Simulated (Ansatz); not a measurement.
**GeMo: strong compression**

One table from this session's results is given with a row withheld; the runs are named, their logs left out.

Program: Ansatz 0.2.0. Level of theory: DFT r²SCAN, with the methods named in each step. These are calculated values, not measurements.

1 further run of the same task is left out (set aside as unsound or not needed).

## The starting structure

The structure is cubic, space group Fm-3m (No. 225). The conventional cell has a = 5.202 Å, b = 5.202 Å, c = 5.202 Å, α = 90.00°, β = 90.00°, γ = 90.00°. Mo (site symmetry m-3m) has 6 Ge at 2.60 Å as nearest neighbours. Around Ge (site symmetry m-3m) lie 6 Mo at 2.60 Å.

As a file:

```xyz
2
Lattice="0.0000 2.6011 2.6011 2.6011 0.0000 2.6011 2.6011 2.6011 0.0000" Properties=species:S:1:pos:R:3 pbc="T T T"
Mo    0.0000    0.0000    0.0000
Ge    2.6011    2.6011    2.6011
```

Whether this phase is the stable one at these pressures isn't tested.

Atoms are numbered in the order of the input: Mo1, Ge2.

Set-up of the first run:

input.yaml reads:

```yaml
crystal:
  lattice:
    - [0.0, 2.6011428215, 2.6011428215]
    - [2.6011428215, 0.0, 2.6011428215]
    - [2.6011428215, 2.6011428215, 0.0]
  atoms:
    - { symbol: Mo, position: [0.0, 0.0, 0.0] }
    - { symbol: Ge, position: [0.5, 0.5, 0.5] }
kpoints:
  mp_grid: { grid: [14, 14, 14] }
scf:
  occupations: { method: fermi_dirac, width: 0.08 }
hamiltonian:
  xc: r2scan
  pseudopotentials: { kind: paw }
output:
  forces: true
  stress: true
  write_density: true
  write_potential: true
  elf: true
  volumetric_format: npy
relax:
  f_tol: 0.005
  max_steps: 40
  cell: {}
```

On the command line:

```bash
ansatz run input.yaml --threads 1 --pin off --max-ram 2048MiB --backend cpu --events-out ev --progress --plain --runs-dir out
```

Steps of the session up to this table: Cell relaxed at zero pressure, PAW; Volume scaled by 1, PAW; Volume scaled by 0.92, PAW; Volume scaled by 0.84, PAW; Volume scaled by 0.76, PAW; Volume scaled by 0.68, PAW; Volume scaled by 0.6, PAW; Volume scaled by 0.6, PAW (source ansatz); Volume scaled by 0.52, PAW; Volume scaled by 0.45, PAW; Volume scaled by 0.45, PAW (partial_waves polarizable).

One table of the session follows, with a row left open; its other results are not shown here.

```
                         method  volume over the first  volume (Å³/atom)  pressure (GPa)
                            PAW                      1                 ?               ?
                            PAW                   0.92            15.385           16.78
                            PAW                   0.84            14.047           42.79
                            PAW                   0.76            12.709           83.46
                            PAW                   0.68            11.371          148.38
                            PAW                    0.6            10.033          255.26
                            PAW                   0.52             8.696          439.28
                            PAW                   0.45             7.525          721.71
PAW (partial_waves polarizable)                   0.45             7.525          721.70
            PAW (source ansatz)                    0.6            10.033          255.56
```

**Question.** Estimate the row for PAW, 1.

As computed: volume (Å³/atom): 16.722; pressure (GPa): -0.04. In the column «volume (Å³/atom)» it is the highest.
